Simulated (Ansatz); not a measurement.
Task: a comparison of dispersion corrections of CH4BClO, SMILES COBCl, with the Ansatz DFT code, driven from Python. Give the script and its output. Settings (for the species named): r2SCAN, def2-SVP basis, multiplicity 1, D3BJ dispersion.

```xyz
8

C     0.2631    0.9810   -0.0823
O     0.8865   -0.2062    0.0223
B    -0.1381   -1.2613    0.2391
Cl   -0.7339   -2.1867   -1.1768
H    -0.4730    1.0274   -0.9876
H    -0.3325    1.3018    0.8407
H     0.9939    1.8255   -0.2601
H    -0.3738   -1.5387    1.3490
```

Script `disp_ch4bclo.py`:
```python
"""Dispersion corrections for CH4BClO."""

import warnings

import ansatz


def main() -> None:
    warnings.simplefilter("ignore", ansatz.DeckWarning)

    geometry_ang = [
        ("C", (0.2631, 0.981, -0.0823)),
        ("O", (0.8865, -0.2062, 0.0223)),
        ("B", (-0.1381, -1.2613, 0.2391)),
        ("Cl", (-0.7339, -2.1867, -1.1768)),
        ("H", (-0.473, 1.0274, -0.9876)),
        ("H", (-0.3325, 1.3018, 0.8407)),
        ("H", (0.9939, 1.8255, -0.2601)),
        ("H", (-0.3738, -1.5387, 1.349)),
    ]
    mol = ansatz.Crystal.molecule()
    for symbol, xyz in geometry_ang:
        mol = mol.atom(symbol, xyz)

    job = mol.calculation().basis(gaussian="def2-SVP")
    for name in ["r2scan", "pbe0"]:
        for correction in ("d3bj", "d4"):
            rep = job.functional(name, dispersion=correction).run().report
            print(f"{name:8s} {correction:5s} total {rep['free_energy_ev']:.5f} eV, of which dispersion {1000 * rep['dispersion']['energy']['ev']:.2f} meV")


if __name__ == "__main__":
    main()
```

Output of `python disp_ch4bclo.py`:
```text
r2scan   d3bj  total -16339.41983 eV, of which dispersion -36.63 meV
r2scan   d4    total -16339.41484 eV, of which dispersion -31.64 meV
pbe0     d3bj  total -16333.91312 eV, of which dispersion -114.42 meV
pbe0     d4    total -16333.90712 eV, of which dispersion -108.42 meV
```

Caveats:
- Total energies depend on the basis set; only differences at equal settings carry meaning.
- The geometry is a force-field or estimated start, not a minimum of this method, and the basis set is short of its limit. D4 holds the three-body term, and d3bj doesn't.
- A dispersion term here runs with damping parameters fitted for another variant or functional.
- The script silences the warnings on its input, which a real study should read.
- Wall time of the script: 5 s on 1 thread of Intel(R) Xeon(R) 6975P-C (Granite Rapids) (shared host), peak memory 0.21 GiB.
